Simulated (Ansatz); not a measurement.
# CH7ClOSi: the cost of one run

Program: Ansatz 0.2.0. Level of theory: RKS PBE-D4/6-31G. These are calculated values, not measurements.

## Step 1: Starting point

Bond lengths: Si1–O2 1.617 Å, Si1–H3 1.465 Å, Si1–H4 1.452 Å, Si1–H5 1.469 Å, O2–H6 0.959 Å, C7–Cl8 1.779 Å, C7–H9 1.085 Å, C7–H10 1.084 Å, C7–H11 1.087 Å. Angles: Si1–O2–H6 122.5°, O2–Si1–H3 111.1°, O2–Si1–H4 102.4°, O2–Si1–H5 110.4°, H3–Si1–H4 113.1°, H3–Si1–H5 107.7°, H4–Si1–H5 112.1°, Cl8–C7–H9 108.3°, Cl8–C7–H10 107.9°, Cl8–C7–H11 107.9°, H9–C7–H10 110.7°, H9–C7–H11 111.0°, H10–C7–H11 110.9°.

Structure file:

```xyz
11

Si   -0.2833    0.5483   -1.9176
O     0.7351   -0.6750   -1.6313
H     0.2486    1.8094   -1.3961
H    -0.3922    0.5313   -3.3655
H    -1.5756    0.3036   -1.2626
H     1.1010   -0.8478   -0.7624
C    -0.1027   -0.2807    2.1165
Cl    1.4601   -0.8990    1.5347
H    -0.7988   -0.2751    1.2842
H     0.0556    0.7242    2.4913
H    -0.4479   -0.9393    2.9089
```

## Step 2: Preparing the start

The input, input.yaml:

```yaml
crystal:
  periodic: [false, false, false]
  atoms:
    - { symbol: Si, position_ang: [-0.2833, 0.5483, -1.9176] }
    - { symbol: O, position_ang: [0.7351, -0.675, -1.6313] }
    - { symbol: H, position_ang: [0.2486, 1.8094, -1.3961] }
    - { symbol: H, position_ang: [-0.3922, 0.5313, -3.3655] }
    - { symbol: H, position_ang: [-1.5756, 0.3036, -1.2626] }
    - { symbol: H, position_ang: [1.101, -0.8478, -0.7624] }
    - { symbol: C, position_ang: [-0.1027, -0.2807, 2.1165] }
    - { symbol: Cl, position_ang: [1.4601, -0.899, 1.5347] }
    - { symbol: H, position_ang: [-0.7988, -0.2751, 1.2842] }
    - { symbol: H, position_ang: [0.0556, 0.7242, 2.4913] }
    - { symbol: H, position_ang: [-0.4479, -0.9393, 2.9089] }
basis:
  gaussian: { orbitals: "6-31G" }
hamiltonian:
  xc: pbe
  dispersion: d4
relax:
  f_tol: 0.02
  max_steps: 40
```

Started as:

```console
$ ansatz run input.yaml --threads 1 --pin off --max-ram 2048MiB --backend cpu --events-out ev --progress --plain --runs-dir out
```

Q: Estimate wall time and peak memory on 1 thread of an x86-64 CPU, shared host.

About 4.6 min, with a peak of 0.16 GiB.
